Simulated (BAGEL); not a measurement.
# CH5BFNO (SMILES COB(N)F): a chain of runs

Aim: a single-point energy (HF/def2-SVP), then the energy (NEVPT2(2,2)/def2-SVP), then a single-point energy (CASPT2(2,2)/def2-SVP) of CH5BFNO. 

The results are computed with BAGEL 1.2.2.

## (1) The structure to begin with

The species is CH5BFNO (10 atoms), meant as a singlet with charge 0. SMILES: `COB(N)F`. One bond was lengthened or shortened from a relaxed shape.

Bond lengths: C1–O2 1.195 Å, O2–B3 1.359 Å, B3–N4 1.405 Å, B3–F5 1.338 Å, C1–H6 1.096 Å, C1–H7 1.096 Å, C1–H8 1.090 Å, N4–H9 1.003 Å, N4–H10 1.004 Å. Some angles: C1–O2–B3 120.8°, O2–B3–N4 125.0°, O2–B3–F5 116.2°, N4–B3–F5 118.8°, O2–C1–H6 111.5°, O2–C1–H7 111.5°, O2–C1–H8 108.0°, B3–N4–H9 124.2°, B3–N4–H10 121.4°, H6–C1–H7 109.0°.

## (2) A single-point energy at HF/def2-SVP (density fitting with svp-jkfit) (run 1)

Input file input.json:

```json
{ "bagel": [

{
  "title": "molecule",
  "basis": "svp",
  "df_basis": "svp-jkfit",
  "angstrom": true,
  "geometry": [
    { "atom": "C", "xyz": [   -1.147206,    0.240240,   -0.573925 ] },
    { "atom": "O", "xyz": [   -0.091800,    0.111300,   -1.118500 ] },
    { "atom": "B", "xyz": [    1.035100,   -0.141800,   -0.402100 ] },
    { "atom": "N", "xyz": [    1.089100,   -0.275300,    0.995100 ] },
    { "atom": "F", "xyz": [    2.166400,   -0.269400,   -1.105200 ] },
    { "atom": "H", "xyz": [   -1.138506,    1.084640,    0.124675 ] },
    { "atom": "H", "xyz": [   -1.433006,   -0.668060,   -0.031225 ] },
    { "atom": "H", "xyz": [   -1.899106,    0.434540,   -1.338725 ] },
    { "atom": "H", "xyz": [    0.293200,   -0.194900,    1.599400 ] },
    { "atom": "H", "xyz": [    1.953900,   -0.463200,    1.468800 ] }
  ]
},
{ "title": "hf" },
{ "title": "print", "file": "orbitals.molden", "orbitals": true }

]}
```

The run is started by

```bash
$ BAGEL_NUM_THREADS=1 BAGEL input.json > input.out
```

Output:

```text
* using 1 threads per process

  ===============================================================
  ===============================================================

  *** Geometry ***

  { "atom" : "C", "xyz" : [     -2.167905,      0.453988,     -1.084561 ] },
  { "atom" : "O", "xyz" : [     -0.173477,      0.210327,     -2.113659 ] },
  { "atom" : "B", "xyz" : [      1.956056,     -0.267963,     -0.759859 ] },
  { "atom" : "N", "xyz" : [      2.058101,     -0.520242,      1.880466 ] },
  { "atom" : "F", "xyz" : [      4.093903,     -0.509092,     -2.088525 ] },
  { "atom" : "H", "xyz" : [     -2.151465,      2.049673,      0.235602 ] },
  { "atom" : "H", "xyz" : [     -2.707989,     -1.262450,     -0.059007 ] },
  { "atom" : "H", "xyz" : [     -3.588790,      0.821162,     -2.529824 ] },
  { "atom" : "H", "xyz" : [      0.554068,     -0.368308,      3.022428 ] },
  { "atom" : "H", "xyz" : [      3.692336,     -0.875321,      2.775630 ] },

  Number of auxiliary basis functions:      471

  Since a DF basis is specified, we compute 2- and 3-index integrals:
    o Being stored without compression. Storage requirement is 0.034 GB

  Number of basis functions:       95
  Number of electrons      :       40

    * METHOD: MOLECULE                             0.20

  *** RHF ***

  === Nuclear Repulsion ===
   180.1203158947

      * DIIS with orbital gradients will be used.

  === RHF iteration (svp) ===
      0       -293.83151487          0.01936526           0.05
      1       -294.03688126          0.01091821           0.05
      2       -294.09897381          0.00132814           0.05
      3       -294.10024074          0.00037774           0.05
      4       -294.10031678          0.00008585           0.05
      5       -294.10032155          0.00001804           0.05
      6       -294.10032186          0.00000654           0.05
      7       -294.10032190          0.00000146           0.05
      8       -294.10032190          0.00000048           0.05
      9       -294.10032190          0.00000020           0.05
     10       -294.10032190          0.00000006           0.05
     11       -294.10032190          0.00000002           0.05
     12       -294.10032190          0.00000001           0.05
    * SCF iteration converged.

    * Permanent dipole moment:
           (    0.405483,     0.035362,    -1.164153) a.u.

    * METHOD: HF                                   0.82

    * METHOD: PRINT                                0.02

  ===============================================================
```

Wall time 1.2 s (1 thread of Arm Neoverse V2, shared host); peak memory 0.12 GiB.

## (3) A single-point energy at NEVPT2(2,2)/def2-SVP (density fitting with svp-jkfit) (run 2)

Input file input.json:

```json
{ "bagel": [

{
  "title": "molecule",
  "basis": "svp",
  "df_basis": "svp-jkfit",
  "angstrom": "true",
  "geometry": [
    { "atom": "C", "xyz": [      -1.147206,       0.240240,      -0.573925 ] },
    { "atom": "O", "xyz": [      -0.091800,       0.111300,      -1.118500 ] },
    { "atom": "B", "xyz": [       1.035100,      -0.141800,      -0.402100 ] },
    { "atom": "N", "xyz": [       1.089100,      -0.275300,       0.995100 ] },
    { "atom": "F", "xyz": [       2.166400,      -0.269400,      -1.105200 ] },
    { "atom": "H", "xyz": [      -1.138506,       1.084640,       0.124675 ] },
    { "atom": "H", "xyz": [      -1.433006,      -0.668060,      -0.031225 ] },
    { "atom": "H", "xyz": [      -1.899106,       0.434540,      -1.338725 ] },
    { "atom": "H", "xyz": [       0.293200,      -0.194900,       1.599400 ] },
    { "atom": "H", "xyz": [       1.953900,      -0.463200,       1.468800 ] }
  ]
},

{
  "title": "hf"
},

{
  "title": "casscf",
  "nstate": 1,
  "nact": 2,
  "nclosed": 19,
  "active": [7, 44],
  "maxiter": 200,
  "natocc": "true"
},

{
  "title": "nevpt2",
  "nstate": 1,
  "nact": 2,
  "nclosed": 19,
  "active": [7, 44],
  "maxiter": 200,
  "natocc": "true",
  "ncore": 5
},

{
  "title": "print",
  "file": "orbitals.molden",
  "orbitals": "true"
}

]}
```

The run is started by

```bash
$ BAGEL_NUM_THREADS=1 BAGEL input.json > input.out
```

Output:

```text
* using 1 threads per process

  ===============================================================
  ===============================================================

  *** Geometry ***

  { "atom" : "C", "xyz" : [     -2.167905,      0.453988,     -1.084561 ] },
  { "atom" : "O", "xyz" : [     -0.173477,      0.210327,     -2.113659 ] },
  { "atom" : "B", "xyz" : [      1.956056,     -0.267963,     -0.759859 ] },
  { "atom" : "N", "xyz" : [      2.058101,     -0.520242,      1.880466 ] },
  { "atom" : "F", "xyz" : [      4.093903,     -0.509092,     -2.088525 ] },
  { "atom" : "H", "xyz" : [     -2.151465,      2.049673,      0.235602 ] },
  { "atom" : "H", "xyz" : [     -2.707989,     -1.262450,     -0.059007 ] },
  { "atom" : "H", "xyz" : [     -3.588790,      0.821162,     -2.529824 ] },
  { "atom" : "H", "xyz" : [      0.554068,     -0.368308,      3.022428 ] },
  { "atom" : "H", "xyz" : [      3.692336,     -0.875321,      2.775630 ] },

  Number of auxiliary basis functions:      471

  Since a DF basis is specified, we compute 2- and 3-index integrals:
    o Being stored without compression. Storage requirement is 0.034 GB

  Number of basis functions:       95
  Number of electrons      :       40

    * METHOD: MOLECULE                             0.20

  *** RHF ***

  === Nuclear Repulsion ===
   180.1203158947

      * DIIS with orbital gradients will be used.

  === RHF iteration (svp) ===
      0       -293.83151487          0.01936526           0.05
      1       -294.03688126          0.01091821           0.05
      2       -294.09897381          0.00132814           0.05
      3       -294.10024074          0.00037774           0.05
      4       -294.10031678          0.00008585           0.05
      5       -294.10032155          0.00001804           0.05
      6       -294.10032186          0.00000654           0.05
      7       -294.10032190          0.00000146           0.05
      8       -294.10032190          0.00000048           0.05
      9       -294.10032190          0.00000020           0.05
     10       -294.10032190          0.00000006           0.05
     11       -294.10032190          0.00000002           0.05
     12       -294.10032190          0.00000001           0.05
    * SCF iteration converged.

    * Permanent dipole moment:
           (    0.405483,     0.035362,    -1.164153) a.u.

    * METHOD: HF                                   0.82

  ---------------------------
      CASSCF calculation
  ---------------------------

    ==== Active orbitals : =====
         Orbital 7
         Orbital 44
    ============================

    * nstate   :      1
    * nclosed  :     19
    * nact     :      2
    * nvirt    :     74
  === CASSCF iteration (svp) ===

    * Using the second-order algorithm

      0  0      -294.10051852     4.21e-05      0.02

      1  0      -294.10542379     4.72e-04      0.22

      2  0      -294.11274953     4.18e-04      0.30

      3  0      -294.11387867     8.31e-05      0.34

      4  0      -294.11389152     2.60e-05      0.36

      5  0      -294.11389175     7.70e-06      0.36

      6  0      -294.11389176     2.17e-06      0.37

      7  0      -294.11389176     5.98e-07      0.37

      8  0      -294.11389176     1.63e-07      0.35

      9  0      -294.11389176     4.44e-08      0.31

     10  0      -294.11389176     1.20e-08      0.30

     11  0      -294.11389176     3.28e-09      0.22

    * Second-order optimization converged. *

     guess   0:   closed 1.                   open ..

  === FCI iteration ===

      0  0      -294.10025466     1.05e-01      0.00
      1  0      -294.11389067     7.00e-04      0.00
      2  0 *    -294.11389176     1.56e-15      0.00

     * ci vector, state   0, <S^2> = 0.0000
       2.     0.9979106610
       .2    -0.0646089204

    * METHOD: CASSCF                               3.63

    * freezing 5 orbitals

  === DF-NEVPT2 calculation ===

    * 3-index integral transformation done
    * assembly done

      NEVPT2 correlation energy:   -0.7349092174      0.27

          (+0)     -0.6382754422
          (+0)'    -0.0392961800
          (+1)     -0.0067011329
          (+1)'    -0.0000000000
          (+2)     -0.0004706160
          (-1)     -0.0437574623
          (-1)'     0.0000000000
          (-2)     -0.0064083840

      NEVPT2 total energy:       -294.8488009734

    * METHOD: NEVPT2                               0.38

    * METHOD: PRINT                                0.02

  ===============================================================
```

Run time: 5.4 s. Hardware: 1 thread of Arm Neoverse V2, shared host; peak memory 0.14 GiB.

## (4) A single-point energy at CASPT2(2,2)/def2-SVP (density fitting with svp-jkfit) (run 3)

Input file calc.json:

```json
{ "bagel": [

{
  "title": "molecule",
  "basis": "svp",
  "df_basis": "svp-jkfit",
  "angstrom": true,
  "geometry": [
    { "atom": "C", "xyz": [   -1.147206,    0.240240,   -0.573925 ] },
    { "atom": "O", "xyz": [   -0.091800,    0.111300,   -1.118500 ] },
    { "atom": "B", "xyz": [    1.035100,   -0.141800,   -0.402100 ] },
    { "atom": "N", "xyz": [    1.089100,   -0.275300,    0.995100 ] },
    { "atom": "F", "xyz": [    2.166400,   -0.269400,   -1.105200 ] },
    { "atom": "H", "xyz": [   -1.138506,    1.084640,    0.124675 ] },
    { "atom": "H", "xyz": [   -1.433006,   -0.668060,   -0.031225 ] },
    { "atom": "H", "xyz": [   -1.899106,    0.434540,   -1.338725 ] },
    { "atom": "H", "xyz": [    0.293200,   -0.194900,    1.599400 ] },
    { "atom": "H", "xyz": [    1.953900,   -0.463200,    1.468800 ] }
  ]
},
{
  "title": "hf"
},
{
  "title": "casscf",
  "nstate": 1,
  "nact": 2,
  "nclosed": 19,
  "nspin": 0,
  "active": [7, 44],
  "maxiter": 200,
  "natocc": true
},
{
  "title": "print",
  "file": "orbitals.molden",
  "orbitals": true
},
{
  "title": "smith",
  "method": "caspt2",
  "ms": true,
  "xms": true,
  "sssr": true,
  "shift": 0.2,
  "shift_imag": true,
  "ncore": 5
}

]}
```

The run is started by

```bash
$ BAGEL_NUM_THREADS=1 BAGEL calc.json > calc.out
```

Output:

```text
* using 1 threads per process

  ===============================================================
  ===============================================================

  *** Geometry ***

  { "atom" : "C", "xyz" : [     -2.167905,      0.453988,     -1.084561 ] },
  { "atom" : "O", "xyz" : [     -0.173477,      0.210327,     -2.113659 ] },
  { "atom" : "B", "xyz" : [      1.956056,     -0.267963,     -0.759859 ] },
  { "atom" : "N", "xyz" : [      2.058101,     -0.520242,      1.880466 ] },
  { "atom" : "F", "xyz" : [      4.093903,     -0.509092,     -2.088525 ] },
  { "atom" : "H", "xyz" : [     -2.151465,      2.049673,      0.235602 ] },
  { "atom" : "H", "xyz" : [     -2.707989,     -1.262450,     -0.059007 ] },
  { "atom" : "H", "xyz" : [     -3.588790,      0.821162,     -2.529824 ] },
  { "atom" : "H", "xyz" : [      0.554068,     -0.368308,      3.022428 ] },
  { "atom" : "H", "xyz" : [      3.692336,     -0.875321,      2.775630 ] },

  Number of auxiliary basis functions:      471

  Since a DF basis is specified, we compute 2- and 3-index integrals:
    o Being stored without compression. Storage requirement is 0.034 GB

  Number of basis functions:       95
  Number of electrons      :       40

    * METHOD: MOLECULE                             0.20

  *** RHF ***

  === Nuclear Repulsion ===
   180.1203158947

      * DIIS with orbital gradients will be used.

  === RHF iteration (svp) ===
      0       -293.83151487          0.01936526           0.05
      1       -294.03688126          0.01091821           0.05
      2       -294.09897381          0.00132814           0.05
      3       -294.10024074          0.00037774           0.05
      4       -294.10031678          0.00008585           0.05
      5       -294.10032155          0.00001804           0.05
      6       -294.10032186          0.00000654           0.05
      7       -294.10032190          0.00000146           0.05
      8       -294.10032190          0.00000048           0.05
      9       -294.10032190          0.00000020           0.05
     10       -294.10032190          0.00000006           0.05
     11       -294.10032190          0.00000002           0.05
     12       -294.10032190          0.00000001           0.05
    * SCF iteration converged.

    * Permanent dipole moment:
           (    0.405483,     0.035362,    -1.164153) a.u.

    * METHOD: HF                                   0.82

  ---------------------------
      CASSCF calculation
  ---------------------------

    ==== Active orbitals : =====
         Orbital 7
         Orbital 44
    ============================

    * nstate   :      1
    * nclosed  :     19
    * nact     :      2
    * nvirt    :     74
  === CASSCF iteration (svp) ===

    * Using the second-order algorithm

      0  0      -294.10051852     4.21e-05      0.02

      1  0      -294.10542379     4.72e-04      0.22

      2  0      -294.11274953     4.18e-04      0.30

      3  0      -294.11387867     8.31e-05      0.34

      4  0      -294.11389152     2.60e-05      0.35

      5  0      -294.11389175     7.70e-06      0.35

      6  0      -294.11389176     2.17e-06      0.37

      7  0      -294.11389176     5.98e-07      0.37

      8  0      -294.11389176     1.63e-07      0.35

      9  0      -294.11389176     4.44e-08      0.31

     10  0      -294.11389176     1.20e-08      0.29

     11  0      -294.11389176     3.28e-09      0.22

    * Second-order optimization converged. *

     guess   0:   closed 1.                   open ..

  === FCI iteration ===

      0  0      -294.10025466     1.05e-01      0.00
      1  0      -294.11389067     7.00e-04      0.00
      2  0 *    -294.11389176     1.56e-15      0.00

     * ci vector, state   0, <S^2> = 0.0000
       2.     0.9979106610
       .2    -0.0646089204

    * METHOD: CASSCF                               3.61

    * METHOD: PRINT                                0.02

  === SMITH program ===

    * freezing 5 orbitals

    * Approximate memory requirement for SMITH calulation per MPI process:
      o Storage requirement for T-amplitude, lambda, and residual is 0.04 GB
      o Storage requirement for MO integrals is 0.01 GB
    * Calculating and saving rdm4f

    * Zeroth order energy : state  0       -1.9718156668

    * CASPT2 iteration is performed using orthogonal basis

      -------------------------------------------  CASPT2 iteration  ---------------------------------------------------
       #      aibj      arbs      arbi      airj      risj      airs      arst      rist         Etot      error   time
      ------------------------------------------------------------------------------------------------------------------

       0  -0.63871  -0.00744  -0.04514  -0.00783  -0.00067  -0.03465  -0.00000  -0.00000   -0.7344367  0.0027117   0.14
       1  -0.63943  -0.00756  -0.04559  -0.00811  -0.00075  -0.03596  -0.00000  -0.00000   -0.7374017  0.0005295   0.12
       2  -0.63953  -0.00756  -0.04558  -0.00814  -0.00075  -0.03601  -0.00000  -0.00000   -0.7375730  0.0001110   0.12
       3  -0.63952  -0.00756  -0.04558  -0.00812  -0.00076  -0.03603  -0.00000  -0.00000   -0.7375782  0.0000238   0.12
       4  -0.63952  -0.00756  -0.04558  -0.00812  -0.00076  -0.03603  -0.00000  -0.00000   -0.7375785  0.0000060   0.13
       5  -0.63952  -0.00756  -0.04559  -0.00812  -0.00076  -0.03603   0.00000  -0.00000   -0.7375785  0.0000013   0.13
       6  -0.63952  -0.00756  -0.04559  -0.00812  -0.00076  -0.03603   0.00000  -0.00000   -0.7375785  0.0000003   0.13

      ------------------------------------------------------------------------------------------------------------------

    * CASPT2 energy : state  0     -294.8538060129
        w/o shift correction       -294.8514702369
        reference weight              0.8382480850

    * METHOD: SMITH                                1.17

  ===============================================================
```

Wall time 6 s (1 thread of Arm Neoverse V2, shared host); peak memory 0.34 GiB.

## (5) Summary of results

```
                                 quantity          value
         run 1, HF/def2-SVP: total energy  -294.10032 Eh
        run 1, HF/def2-SVP: dipole moment         3.13 D
          run 1, HF/def2-SVP: HOMO energy      -11.67 eV
          run 1, HF/def2-SVP: LUMO energy        4.48 eV
        run 1, HF/def2-SVP: HOMO–LUMO gap       16.16 eV
run 2, NEVPT2(2,2)/def2-SVP: total energy  -294.84880 Eh
run 3, CASPT2(2,2)/def2-SVP: total energy  -294.85381 Eh
```
